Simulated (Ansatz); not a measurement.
# CH4Cl3NZr: ionisation energy by level of theory

One table from this session's results is given with a row withheld; the runs are named, their logs left out.

The runs use Ansatz 0.2.0, Gaussian basis; unrestricted cation, the program's frozen cores in correlated methods.

Plan: UKS PBE-D4/def2-TZVPP; UKS r2SCAN-D4/def2-TZVPP; UKS PBE0-D4/def2-TZVPP; UKS B3LYP-D4/def2-TZVPP; UKS wB97X-V/def2-TZVPP; UKS wB97M-V/def2-TZVPP; UKS B2PLYP/def2-TZVPP; UHF-CCSD(T)/def2-TZVPP; UHF-MP2/def2-QZVPP; extrapolation to the limit; then −ε(HOMO) from the neutral's earlier runs with LDA (SPW92), PBE-D4, revPBE-D4, BLYP-D4, r2SCAN-D4, B97M-V, PBE0-D4, B3LYP-D4, r2SCANh-D4, r2SCAN0-D4, HSE06-D4, BHLYP-D4, CAM-B3LYP-D4, LC-ωPBE, ωB97X-V, ωB97M-V.

## Structure used throughout

An earlier PBE0-D4 in a triple-zeta def2 set relaxation fixed the geometry. Zr takes the def2 core potential; no spin-orbit term is included.

SMILES `C[NH][Zr]([Cl])([Cl])[Cl]`, 10 atoms, charge 0, spin multiplicity 1.

Atoms are counted from 1 here; the program's logs count them from 0.

Bond lengths: C1–N2 1.451 Å, C1–H7 1.095 Å, C1–H8 1.094 Å, C1–H9 1.095 Å, N2–Zr3 1.982 Å, N2–H10 1.013 Å, Zr3–Cl4 2.347 Å, Zr3–Cl5 2.338 Å, Zr3–Cl6 2.347 Å. Angles: N2–C1–H7 111.6°, N2–C1–H8 110.2°, N2–C1–H9 111.6°, H7–C1–H8 107.2°, H7–C1–H9 108.9°, H8–C1–H9 107.2°, C1–N2–Zr3 124.4°, C1–N2–H10 112.7°, Zr3–N2–H10 122.9°, N2–Zr3–Cl4 106.7°, N2–Zr3–Cl5 107.0°, N2–Zr3–Cl6 106.7°, Cl4–Zr3–Cl5 113.7°, Cl4–Zr3–Cl6 108.5°, Cl5–Zr3–Cl6 113.7°.

Set-up of the first run:

in.yaml

```yaml
crystal:
  periodic: [false, false, false]
  atoms:
    - {symbol: C, position_ang: [0.139225, -1.240743, 0.890150]}
    - {symbol: N, position_ang: [0.715363, -0.219269, 0.035040]}
    - {symbol: Zr, position_ang: [-0.322698, 1.221988, -0.843739]}
    - {symbol: Cl, position_ang: [-1.947023, 0.171203, -2.172656]}
    - {symbol: Cl, position_ang: [1.197203, 2.512597, -2.064483]}
    - {symbol: Cl, position_ang: [-1.409867, 2.409651, 0.863930]}
    - {symbol: H, position_ang: [0.300035, -2.244372, 0.484187]}
    - {symbol: H, position_ang: [-0.941809, -1.095823, 0.974914]}
    - {symbol: H, position_ang: [0.551506, -1.198285, 1.903152]}
    - {symbol: H, position_ang: [1.718046, -0.316957, -0.070484]}
basis:
  gaussian: {orbitals: def2-TZVPP}
total_charge: 1
magnetization: {spin_polarized: true, initial_magnetization: 1}
hamiltonian: {xc: pbe, dispersion: d4}
```

Steps of the session up to this table: Cation, UKS PBE-D4/def2-TZVPP; Cation, UKS r2SCAN-D4/def2-TZVPP; Cation, UKS PBE0-D4/def2-TZVPP; Cation, UKS B3LYP-D4/def2-TZVPP; Cation, UKS wB97X-V/def2-TZVPP; Cation, UKS wB97M-V/def2-TZVPP; Cation, UKS B2PLYP (frozen core)/def2-TZVPP; Cation, UHF-CCSD(T)/def2-TZVPP; Cation, UHF-MP2/def2-QZVPP.

One table of the session follows, with a row left open; its other results are not shown here.

It belongs to the step «Ionisation energies side by side». For comparison, −ε(HOMO) of the neutral from earlier runs:

```
  functional  −ε(HOMO) (eV)
 LDA (SPW92)           6.64
      PBE-D4           6.49
   revPBE-D4           6.43
     BLYP-D4           6.35
   r2SCAN-D4           6.77
      B97M-V           6.83
     PBE0-D4           7.80
    B3LYP-D4              ?
  r2SCANh-D4           7.26
  r2SCAN0-D4           8.00
    HSE06-D4           7.40
    BHLYP-D4           9.02
CAM-B3LYP-D4           9.17
     LC-ωPBE          10.56
     ωB97X-V          10.19
     ωB97M-V          10.07
```

**Question.** Estimate the row for B3LYP-D4.

Worked estimate for «−ε(HOMO) (eV)». Against the share of exact exchange, BLYP-D4 (0, 6.35), BHLYP-D4 (0.5, 9.02) give a slope of 5.34 per unit share; at 0.2 the line stands at 7.42.

**Answer.** −ε(HOMO) (eV): 7.57. In «−ε(HOMO) (eV)» the line misses by -0.15.
